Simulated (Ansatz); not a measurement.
# GeH4N2 (Ge(NH2)2): the cost of one run

Method: RKS r2SCAN-D4/def2-SVP; program: Ansatz 0.2.0.

### Step 1. Where the work starts

7 atoms, charge 0, spin multiplicity 1.

Atoms are counted from 1 here; the program's logs count them from 0.

Bond lengths: Ge1–N2 1.847 Å, Ge1–N5 1.847 Å, N2–H3 1.022 Å, N2–H4 1.025 Å, N5–H6 1.022 Å, N5–H7 1.025 Å. Angles: N2–Ge1–N5 97.1°, Ge1–N2–H3 121.0°, Ge1–N2–H4 127.3°, H3–N2–H4 111.8°, Ge1–N5–H6 120.9°, Ge1–N5–H7 127.3°, H6–N5–H7 111.8°.

Coordinates:

```mol
GeH4N2
  3D, bonds by distance, orders not assigned

  7  6  0  0  0  0  0  0  0  0999 V2000
    0.0110    0.8951   -0.8745 Ge  0  0
    1.3847    0.0021   -0.0220 N   0  0
    2.3614    0.2115   -0.2377 H   0  0
    1.3015   -0.7277    0.6922 H   0  0
   -1.3841    0.0388   -0.0191 N   0  0
   -2.3553    0.2736   -0.2335 H   0  0
   -1.3191   -0.6934    0.6946 H   0  0
  1  2  8  0
  1  5  8  0
  2  3  8  0
  2  4  8  0
  5  6  8  0
  5  7  8  0
M  END
```

This geometry comes from a loose relaxation at PBE in a small basis, which is not shown.

### Step 3. Setting up the map

- dihedral N2–Ge1–N5–H6: 12 values from −180 to 150 °, periodic
- dihedral N5–Ge1–N2–H3: 12 values from −180 to 150 °, periodic

Relaxed at each point: all other coordinates. Energies count from the relaxed molecule at the same level. Points are written as (first, second).

(The set-up runs are not shown.)

### Step 4. Grid point (−150°, −180°)

Contents of input.yaml:

```yaml
crystal:
  periodic: [false, false, false]
  atoms:
    - { symbol: Ge, position_ang: [0.003272, 0.93016, -0.803366] }
    - { symbol: "N", position_ang: [1.371057, -7.1e-05, -0.023689] }
    - { symbol: H, position_ang: [2.337796, 0.154071, -0.290858] }
    - { symbol: H, position_ang: [1.284371, -0.72242, 0.687334] }
    - { symbol: "N", position_ang: [-1.39468, 0.184636, 0.109861] }
    - { symbol: H, position_ang: [-2.297684, 0.114364, -0.347708] }
    - { symbol: H, position_ang: [-1.304131, -0.66074, 0.668426] }
basis:
  gaussian: { orbitals: def2-SVP }
hamiltonian:
  xc: r2scan
  dispersion: d4
output:
  forces: true
relax:
  f_tol: 0.02
  max_steps: 50
  escape_saddle: false
  constraints: [{ sites: [1, 0, 4, 5] }, { sites: [4, 0, 1, 2] }]
scf:
  lower_state_search: "off"
```

Command:

```bash
ansatz run input.yaml --threads 1 --pin off --max-ram 2560MiB --backend cpu --events-out ev --progress --plain --runs-dir out
```

**Question.** How long does this run take on 1 thread of Arm Neoverse V2, shared host, and how much memory does it need?

About 8.2 s, with a peak of 0.11 GiB.
